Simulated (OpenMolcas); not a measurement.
**Mo⁵⁺ among point charges: CASSCF and CASPT2 levels and susceptibility**

How does a field of 6 point charges split the states of Mo⁵⁺, and what χT follows?

The numbers are computed with OpenMolcas 26.06 (state-averaged CASSCF and CASPT2, spin-orbit coupling by RASSI with atomic mean-field integrals), except any that are marked as measured or tabulated.

### 1 The system

| Item | Value |
| --- | --- |
| Species | Mo⁵⁺ (molybdenum, Z = 42, 37 electrons) |
| Basis | ANO-RCC-VDZP [6s5p3d1f], 43 functions |
| Scalar Hamiltonian | DKH2, point nucleus |
| Inactive shells | 1s 2s 2p 3s 3p 3d 4s 4p |
| Active space | 1 electron in 5 orbitals (4d) |
| Some configurations of this space | 4d |
| Orbitals | optimised for each spin and parity, averaged over all roots |

Outer shells as boxes (Hund's rule):

4d
```
4d [↑ ][  ][  ][  ][  ]
```

The ion sits among 6 point charges of -1 e arranged as a tetragonal octahedron (D4h), 2.22 Å from the ion, with the axial distance 1.954 Å.

The work runs as a chain of OpenMolcas steps in one folder; each step below is one input file. Labels, J, g values, rates, χT and fits are worked out afterwards by a script from the matrices that RASSI stores. The input lists half of the charges; inversion (Group=XYZ) makes the rest.

### 2 GATEWAY and SEWARD: basis and integrals

Contents of a.inp:

```
&GATEWAY
Coord
1

Mo 0.0 0.0 0.0
Basis=ANO-RCC-VDZP
Group=XYZ
NoMove
AngMom=0.0 0.0 0.0
AMFI
XField
3 Angstrom 0
2.220000 0.000000 0.000000 -1.000000
0.000000 2.220000 0.000000 -1.000000
0.000000 0.000000 1.953600 -1.000000
&SEWARD
```

The run is started by

```
> OMP_NUM_THREADS=1 MOLCAS_MEM=1689 MOLCAS_PROJECT=a pymolcas a.inp > a.log
```

The log of the run:

```text
Basis set label: MO.ANO-RCC...6S5P3D1F.

      Electronic valence basis set:
      ------------------
      Associated Effective Charge  42.000000 au
      Associated Actual Charge     42.000000 au
      Nuclear Model: Point charge

      Shell  nPrim  nBasis  Cartesian Spherical Contaminant
         s      21       6        X
         p      18       5        X
         d      13       3                 X
         f       6       1                 X
                  Relativistic Douglas-Kroll-Hess integrals:
                    - DKH order of Hamiltonian: 2
                    - DKH order of Properties : 0
                  Atomic mean-field integrals
```

### 3 CASSCF: doublets of even parity, 5 roots

Contents of a.inp:

```
&RASSCF
FileOrb=start.orb
Symmetry=1
Spin=2
nActEl=1 0 0
Inactive=9 9
Ras2=5 0
CIRoot=5 5 1
SDav=5
CIMx=300
Iter=120 100
PrWF=0.3
OrbListing=Nothing
MaxOrb=0
>>> COPY $Project.JobIph JOB001
```

start.orb holds the contracted functions of the basis, ordered by shell, or the orbitals of the step before.

The log of the run:

```text
Wave function specifications:
      -----------------------------

      Number of closed shell electrons          36
      Number of electrons in active shells       1
      Max number of holes in RAS1 space          0
      Max nr of electrons in RAS3 space          0
      Number of inactive orbitals               18
      Number of active orbitals                  5
      Number of secondary orbitals              20
      Spin quantum number                      0.5
      State symmetry                             1
Orbital specifications:
      -----------------------

      Symmetry species                           1   2
                                                ag  au
      Frozen orbitals                            0   0
      Inactive orbitals                          9   9
      Active orbitals                            5   0
      RAS1 orbitals                              0   0
      RAS2 orbitals                              5   0
      RAS3 orbitals                              0   0
      Secondary orbitals                         7  13
      Deleted orbitals                           0   0
      Number of basis functions                 21  22
      Number of CSFs                             5
      Number of root(s) required                 5
      Iter CI   SX   CI       RASSCF       Energy    max ROT     max BLB   max BLB  Level Ln srch  Step   QN
          iter iter root      energy       change     param      element    value   shift minimum  type update
 Nr of preliminary CI iterations:   1
      Total energies have been shifted. Add                -4000.00 au
        1   1    7    0   -47.73858383    0.00E+00   3.31E-01*   9  15 2 -4.47E-01*  0.00   0.00    SX    NO
        2   1    6    0   -48.01144619   -2.73E-01*  2.10E-02    8  14 1 -5.92E-02*  0.00   0.00    SX    NO
        3   1    5    0   -48.01411691   -2.67E-03*  7.42E-03    5  14 2  7.57E-03*  0.00   0.00    SX    NO
        4   1    5    0   -48.01419396   -7.70E-05*  2.12E-03    7  13 2  1.58E-03*  0.00   0.00    SX    NO
        5   1    5    0   -48.01419799   -4.03E-06*  4.33E-04    9  15 2 -3.68E-04*  0.00   0.81    QN   YES
        6   1    4    0   -48.01419824   -2.56E-07* -4.26E-05    9  12 2  9.27E-06   0.00   1.00    QN   YES
        7   1    3    0   -48.01419824   -1.58E-10   1.24E-05   12  15 1 -1.96E-06   0.00   0.75    QN   YES
      Convergence after  7 iterations
        8   1    3    0   -48.01419824   -3.14E-11   1.24E-05    7  13 2  1.69E-07   0.00   0.75    QN   YES
      Natural orbitals and occupation numbers for root  1
      sym 1:   1.000000  -0.000000   0.000000  -0.000000  -0.000000
      Natural orbitals and occupation numbers for root  2
      sym 1:   1.000000  -0.000000   0.000000   0.000000  -0.000000
      Natural orbitals and occupation numbers for root  3
      sym 1:   0.000000   1.000000   0.000000  -0.000000   0.000000
::    RASSCF root number  1 Total energy:  -4048.02679612
::    RASSCF root number  2 Total energy:  -4048.01787566
::    RASSCF root number  3 Total energy:  -4048.01787566
::    RASSCF root number  4 Total energy:  -4048.01354922
::    RASSCF root number  5 Total energy:  -4047.99489456
```

### 4 RASSI: spin-orbit coupling between the states

Contents of a.inp:

```
&RASSI
NrOfJobIphs=1 5
1 2 3 4 5
IphNames
JOB001
EJob
SpinOrbit
DIPRint=1.0
SOCoupling=1000.0
Subsets=2
Property=9
'ANGMOM' 1 'ANGMOM' 2 'ANGMOM' 3 'MLTPL  1' 1 'MLTPL  1' 2 'MLTPL  1' 3
'AMFI' 1 'AMFI' 2 'AMFI' 3
SOProperty=3
'ANGMOM' 1 'ANGMOM' 2 'ANGMOM' 3
```

The log of the run:

```text
SPIN-FREE ENERGIES:
  (Shifted by EMIN (a.u.) =      -4048.0267961245)

 SF State       Relative EMIN(au)   Rel lowest level(eV)    D:o, cm**(-1)      L_eff

     1             0.0000000000        0.0000000000              0.0000         2.0
     2             0.0089204694        0.2427383381           1957.8167         2.0
     3             0.0089204694        0.2427383381           1957.8167         2.0
     4             0.0132469032        0.3604666008           2907.3592         2.0
     5             0.0319015658        0.8680858292           7001.5844         2.0
     Dipole printing threshold changed to   1.00000000E+00
Eigenvalues of complex Hamiltonian:
   -----------------------------------
  (Shifted by EMIN (a.u.) =      -4048.0267961245)

 SO State       Relative EMIN(au)   Rel lowest level(eV)    D:o, cm**(-1)     J-value

     1            -0.0026962605        0.0000000000              0.0000         0.9
     2            -0.0026962605        0.0000000000              0.0000         0.9
     3             0.0053731298        0.2195792951           1771.0265         1.7
     4             0.0053731298        0.2195792951           1771.0265         1.7
     5             0.0112163188        0.3785805691           3053.4582         1.7
     6             0.0112163188        0.3785805691           3053.4582         1.7
     7             0.0159535273        0.5074865784           4093.1553         1.6
     8             0.0159535273        0.5074865784           4093.1553         1.6
     9             0.0331426925        0.9752275915           7865.7410         2.3
    10             0.0331426925        0.9752275915           7865.7410         2.3
Weights of the five most important spin-orbit-free states for each spin-orbit state.

 SO State  Total energy (au)           Spin-free states, spin, and weights
 -------------------------------------------------------------------------------------------------------
    1        -0.002696       1 0.5  0.8137    4 0.5  0.1038    2 0.5  0.0412    3 0.5  0.0412    5 0.5  0.0000
    2        -0.002696       1 0.5  0.8137    4 0.5  0.1038    2 0.5  0.0412    3 0.5  0.0412    5 0.5  0.0000
    3         0.005373       3 0.5  0.4777    2 0.5  0.4777    5 0.5  0.0447    1 0.5  0.0000    4 0.5  0.0000
    4         0.005373       3 0.5  0.4777    2 0.5  0.4777    5 0.5  0.0447    1 0.5  0.0000    4 0.5  0.0000
    5         0.011216       2 0.5  0.3366    3 0.5  0.3366    1 0.5  0.1642    4 0.5  0.1625    5 0.5  0.0000
    6         0.011216       2 0.5  0.3366    3 0.5  0.3366    1 0.5  0.1642    4 0.5  0.1625    5 0.5  0.0000
    7         0.015954       4 0.5  0.7336    3 0.5  0.1221    2 0.5  0.1221    1 0.5  0.0221    5 0.5  0.0000
    8         0.015954       4 0.5  0.7336    3 0.5  0.1221    2 0.5  0.1221    1 0.5  0.0221    5 0.5  0.0000
    9         0.033143       5 0.5  0.9553    3 0.5  0.0223    2 0.5  0.0223    4 0.5  0.0000    1 0.5  0.0000
   10         0.033143       5 0.5  0.9553    3 0.5  0.0223    2 0.5  0.0223    4 0.5  0.0000    1 0.5  0.0000
 -------------------------------------------------------------------------------------------------------
```

Time for these steps: 1.6 s (1 thread of Arm Neoverse V1, shared host).

States without spin-orbit coupling:

| state | degeneracy | E (cm-1) | free-ion L (%) |
| --- | --- | --- | --- |
| 2B2 | 1 | 0 | D (100) |
| 2E | 2 | 1958 | D (100) |
| 2B1 | 1 | 2907 | D (100) |
| 2A1 | 1 | 7002 | D (100) |

With spin-orbit coupling:

```
E (cm-1)  Degeneracy  Label  2S+1               g
     0.0           2   E3/2     2  0.82 0.95 0.95
    1771           2   E1/2     2  0.09 0.92 0.92
    3053           2   E3/2     2  0.73 1.88 1.88
    4093           2   E3/2     2  1.55 2.83 2.83
    7866           2   E1/2     2  1.91 2.92 2.92
```

Principal g values are given for doublets only; a zero marks a field direction without first-order Zeeman splitting.

Powder χT (cm³ K/mol): 0.08 at 2 K, 0.08 at 5 K, 0.08 at 10 K, 0.08 at 20 K, 0.09 at 50 K, 0.10 at 100 K, 0.12 at 150 K, 0.13 at 200 K, 0.14 at 250 K, 0.15 at 300 K.

### 5 CASPT2: IPEA 0.25, imaginary shift 0.1 (closed shells correlated: 4s 4p)

Contents of a.inp:

```
>>> COPY JOB001 $Project.JobIph
&CASPT2
Multistate=5 1 2 3 4 5
NoMult
Frozen=8 6
IPEA=0.25
Imaginary=0.1
MaxIter=60
WThr=0.0 0.3 0.05
PrWF=0.5
NoMix
```

The run is started by

```
> OMP_NUM_THREADS=1 MOLCAS_MEM=1689 MOLCAS_PROJECT=a pymolcas a.inp > a.log
```

The log of the run:

```text
Orbital specifications:
      -----------------------

      Symmetry species                           1   2
                                                ag  au
      Frozen orbitals                            8   6
      Inactive orbitals                          1   3
      Active orbitals                            5   0
      Secondary orbitals                         7  13
      Deleted orbitals                           0   0
      Number of basis functions                 21  22
Type of calculation                        SS-CASPT2
      Fock operator                              state-specific
      IPEA shift                                 0.25
      Real shift                                 0.00
      Imaginary shift                            0.10
      The input orbitals will be transformed to quasi-canonical
Reference energy:       -4048.0267961245
      E2 (Non-variational):      -0.1659668168
      Shift correction:          -0.0000759304
      E2 (Variational):          -0.1660427472
      Total energy:           -4048.1928388717
      Residual norm:              0.0000001237
      Reference weight:           0.96660
      Contributions to the CASPT2 correlation energy
      Active & Virtual Only:         -0.0000000000
      One Inactive Excited:          -0.0358889418
      Two Inactive Excited:          -0.1300778749
Reference energy:       -4048.0178756551
      E2 (Non-variational):      -0.1660408822
      Shift correction:          -0.0000760056
      E2 (Variational):          -0.1661168878
      Total energy:           -4048.1839925428
      Residual norm:              0.0000001275
      Reference weight:           0.96658
      Contributions to the CASPT2 correlation energy
      Active & Virtual Only:         -0.0000000000
      One Inactive Excited:          -0.0359072379
      Two Inactive Excited:          -0.1301336442
::    CASPT2 Root  1     Total energy:  -4048.19283887
::    CASPT2 Root  2     Total energy:  -4048.18399254
::    CASPT2 Root  3     Total energy:  -4048.18399254
::    CASPT2 Root  4     Total energy:  -4048.17957733
::    CASPT2 Root  5     Total energy:  -4048.16115761
```

This run took 0.52 s in all on 1 thread of Arm Neoverse V1, shared host.

SS-CASPT2: lowest energy less the reference's lowest, -0.1660 hartree; reference weights 0.966 to 0.967.

States without spin-orbit coupling:

```
state  degeneracy  E (cm-1)  free-ion L (%)
  2B2           1         0         D (100)
   2E           2      1942         D (100)
  2B1           1      2911         D (100)
  2A1           1      6953         D (100)
```

With spin-orbit coupling:

```csv
E (cm-1),Degeneracy,Label,2S+1,g
0,2,E3/2,2,0.82 0.95 0.95
1750,2,E1/2,2,0.09 0.93 0.93
3040,2,E3/2,2,0.79 1.88 1.88
4090,2,E3/2,2,1.61 2.83 2.83
7820,2,E1/2,2,1.91 2.93 2.93
```

Powder χT (cm³ K/mol): 0.08 at 2 K, 0.08 at 5 K, 0.08 at 10 K, 0.08 at 20 K, 0.09 at 50 K, 0.10 at 100 K, 0.12 at 150 K, 0.13 at 200 K, 0.14 at 250 K, 0.15 at 300 K.

### 6 The methods side by side

A. CASSCF
B. SS-CASPT2, IPEA 0.25, imaginary shift 0.1 (closed shells correlated: 4s 4p)

```
method  ground state  first state of that spin (cm-1)  first gap with spin-orbit (cm-1)  χT at 300 K
     A           2B2                          2E 1958                            1771.0         0.15
     B           2B2                          2E 1942                            1754.3         0.15
```

### 7 Results

```
                                            quantity                                                                        value
                                              method  SS-CASPT2, IPEA 0.25, imaginary shift 0.1 (closed shells correlated: 4s 4p)
                              spin-free ground state                                              2B2, 1-fold in its orbital part
first state of the same spin within the active space                                                              2E at 1940 cm⁻¹
                                        lowest level                                            2-fold E3/2, g = 0.82, 0.95, 0.95
                                          next level                                                                  1754.3 cm⁻¹
                                         χT at 300 K                                                               0.15 cm³ K/mol
                           effective moment at 300 K                                                                      1.11 μB
```

Cost by method:

| method | time of its own steps | time with the reference |
| --- | --- | --- |
| A. CASSCF | 1.6 s | 1.6 s |
| B. SS-CASPT2, IPEA 0.25, imaginary shift 0.1, +4s 4p | 0.52 s | 2.1 s |

Times are of one thread on a shared host.

The spin-free ground state (2B2) comes to 100 % from free-ion D terms and keeps the highest spin of the shell. χT at 300 K is 0.15, against 0.38 cm³ K/mol for the spin alone, so orbital moment lowers it. The field of point charges can differ much from that of real complexes. Point charges carry no covalency, so the field is a model and not that of real ligands.
